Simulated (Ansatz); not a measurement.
# wB97M-V/def2-SVP (core potential) run of InSiH4F (SMILES [F][InH][SiH3])

What is the electronic atomisation energy of InSiH4F at wB97M-V/def2-SVP (core potential)? 

Program for the calculation: Ansatz 0.2.0.

56 further runs of the same task are left out: 56 set aside as unsound or not needed.

### 1 The molecule

The species is InSiH4F (7 atoms), meant as a singlet with charge 0. As SMILES, `[F][InH][SiH3]`. Geometry: relaxed at PBE0-D4/def2-TZVP.

Bond lengths: F1–In2 1.968 Å, In2–Si3 2.558 Å, In2–H4 1.714 Å, Si3–H5 1.486 Å, Si3–H6 1.486 Å, Si3–H7 1.487 Å. Angles: F1–In2–Si3 109.2°, F1–In2–H4 109.4°, Si3–In2–H4 141.4°, In2–Si3–H5 109.2°, In2–Si3–H6 109.1°, In2–Si3–H7 111.4°, H5–Si3–H6 109.2°, H5–Si3–H7 109.0°, H6–Si3–H7 109.0°.

### 2 A single-point energy at wB97M-V/def2-SVP (core potential)

Contents of input.yaml:

```yaml
crystal:
  periodic: [false, false, false]
  atoms:
    - {symbol: F, position_ang: [-0.196000, -2.340000, 1.298800]}
    - {symbol: In, position_ang: [-0.756000, -1.164900, -0.176800]}
    - {symbol: Si, position_ang: [0.528000, 1.043100, -0.028600]}
    - {symbol: H, position_ang: [-1.937800, -1.965900, -1.125300]}
    - {symbol: H, position_ang: [1.986000, 0.765900, -0.108800]}
    - {symbol: H, position_ang: [0.226000, 1.696000, 1.272200]}
    - {symbol: H, position_ang: [0.149800, 1.965800, -1.131400]}
basis:
  gaussian:
    orbitals: def2-SVP
hamiltonian:
  xc: {name: wB97M-V}
accuracy: high
output:
  orbitals: {seedname: orbitals}
```

Launch:

```sh
$ ansatz run input.yaml --threads 1 --pin off --max-ram 3480MiB --events-out events.jsonl --progress --plain --runs-dir runs
```

Output:

```text
Warning: RAYON_NUM_THREADS=1 ignored (pool sized by the plan → 1); use --threads N
Functional definition: wB97M-V
  name "wB97M-V"
  parameter omega = 0.3/bohr
  parameter cx = 0.15
  parameter cx01 = 1.007
  parameter cx10 = 0.259
  parameter css00 = 0.443
  parameter css04 = -1.437
  parameter css10 = -4.535
  parameter css20 = -3.390
  parameter css43 = 4.278
  parameter cos00 = 1.000
  parameter cos10 = 1.358
  parameter cos20 = 2.924
  parameter cos21 = -8.812
  parameter cos60 = -1.390
  parameter cos61 = 9.142
  parameter b = 6.0
  parameter c = 0.01
  gx(w, u) = 1 - cx + cx01*u + cx10*w
  gss(w, u) = css00 + css04*u^4 + css10*w + css20*w^2 + css43*w^4*u^3
  gos(w, u) = cos00 + cos10*w + (cos20 + cos21*u)*w^2 + (cos60 + cos61*u)*w^6
  exchange = spin_sum(e_x_unif_sr(omega)*gx(b97_w, b97_u_x)) + cx*exact_x_sr(omega) + exact_x_lr(omega)
  correlation = spin_sum(e_c_pw_mod_same_spin*gss(b97_w, b97_u_same))
      + integral(e_c_pw_mod_opposite_spin*gos(b97_w_opposite, b97_u_opposite)) + vv10(b, c)
1767 factors; integrals over basis functions are off by at most 7.9e-9 eV
383 factors; integrals over basis functions are off by at most 2.2e-9 eV
mean field evaluation 1: about -15822.8105 eV, gradient 3.9e1 eV
mean field evaluation 2: about -15820.3326 eV, gradient 6.0e1 eV
mean field evaluation 4: about -15825.8054 eV, gradient 6.3e-1 eV
mean field evaluation 8: about -15825.8528 eV, gradient 3.7e-2 eV
mean field evaluation 16: about -15825.8528 eV, gradient 3.6e-5 eV
mean field -15825.85279872 eV, -581.5893632047 hartree, gradient 2.0e-8 eV, S^2 0.000000; 0 other end points of the search recorded, 0 dependent functions left out
reference -15825.85280457 eV, -581.5893634197 hartree; 24, 24 occupied and 54, 54 virtual orbitals, 1767 factors
Total energy: -15825.85280457 eV, -581.5893634197 hartree
```

It took 67 s on 1 thread of Arm Neoverse V2, shared host; peak memory 0.55 GiB.

### 3 The F atom, same level

Contents of input.yaml:

```yaml
crystal:
  periodic: [false, false, false]
  atoms:
    - {symbol: F, position_ang: [0.000000, 0.000000, 0.000000]}
basis:
  gaussian:
    orbitals: def2-SVP
magnetization:
  spin_polarized: true
  initial_magnetization: 1
hamiltonian:
  xc: {name: wB97M-V}
accuracy: high
```

Run the same way, it converges to -99.61431 Eh (log not shown).

### 4 The H atom, same level

Contents of run.yaml:

```yaml
crystal:
  periodic: [false, false, false]
  atoms:
    - {symbol: H, position_ang: [0.000000, 0.000000, 0.000000]}
basis:
  gaussian:
    orbitals: def2-SVP
total_charge: 0
magnetization:
  spin_polarized: true
  initial_magnetization: 1
hamiltonian:
  xc: {name: wB97M-V}
accuracy: high
```

Launch:

```sh
$ ansatz run run.yaml --threads 1 --pin off --max-ram 3480MiB --events-out events.jsonl --progress --plain --runs-dir runs
```

Output (excerpt; [...] marks lines left out):

```text
Warning: RAYON_NUM_THREADS=1 ignored (pool sized by the plan → 1); use --threads N
Functional definition: wB97M-V
  name "wB97M-V"
[...]
  gx(w, u) = 1 - cx + cx01*u + cx10*w
  gss(w, u) = css00 + css04*u^4 + css10*w + css20*w^2 + css43*w^4*u^3
  gos(w, u) = cos00 + cos10*w + (cos20 + cos21*u)*w^2 + (cos60 + cos61*u)*w^6
[...]
      + integral(e_c_pw_mod_opposite_spin*gos(b97_w_opposite, b97_u_opposite)) + vv10(b, c)
15 factors; integrals over basis functions are off by at most 8.9e-10 eV
15 factors; integrals over basis functions are off by at most 7.0e-10 eV
[...]
mean field -13.38016317 eV, -0.4917119273 hartree, gradient 7.8e-9 eV, S^2 0.750000; 0 other end points of the search recorded, 0 dependent functions left out
reference -13.38016526 eV, -0.4917120041 hartree; 1, 0 occupied and 4, 5 virtual orbitals, 15 factors
Total energy: -13.38016526 eV, -0.4917120041 hartree
```

Wall time 0.54 s (1 thread of Arm Neoverse V2, shared host); peak memory 0.098 GiB.

### 5 The In atom

Contents of run.yaml:

```yaml
crystal:
  periodic: [false, false, false]
  atoms:
    - symbol: In
      position_ang: [0.000000, 0.000000, 0.000000]
basis:
  gaussian:
    orbitals: def2-SVP
accuracy: high
hamiltonian:
  xc: {name: wB97M-V}
magnetization:
  spin_polarized: true
  initial_magnetization: 1
```

Run the same way, it converges to -190.05597 Eh (log not shown).

### 6 The Si atom

Contents of in.yaml:

```yaml
crystal:
  periodic: [false, false, false]
  atoms:
    - symbol: Si
      position_ang: [0.000000, 0.000000, 0.000000]
basis:
  gaussian: {orbitals: def2-SVP}
magnetization: {spin_polarized: true, initial_magnetization: 2}
hamiltonian: {xc: {name: wB97M-V}}
accuracy: high
```

Run the same way, it converges to -289.25435 Eh (log not shown).

### 7 Results

At wB97M-V/def2-SVP (core potential):

| quantity | value |
| --- | --- |
| molecule: total energy | -581.58936 Eh |
| molecule: HOMO energy | -9.81 eV |
| molecule: LUMO energy | -0.30 eV |
| molecule: HOMO–LUMO gap | 9.52 eV |
| F atom: total energy | -99.61431 Eh |
| F atom: ⟨S²⟩ | 0.751 |
| H atom: total energy | -0.49171 Eh |
| H atom: ⟨S²⟩ | 0.750 |
| In atom: total energy | -190.05597 Eh |
| In atom: ⟨S²⟩ | 0.752 |
| Si atom: total energy | -289.25435 Eh |
| Si atom: ⟨S²⟩ | 2.001 |
| electronic atomisation energy | 18.990 eV |

In words: Taking the molecule apart into free atoms costs 18.99 eV (438 kcal/mol), before zero-point energy and without spin-orbit coupling.
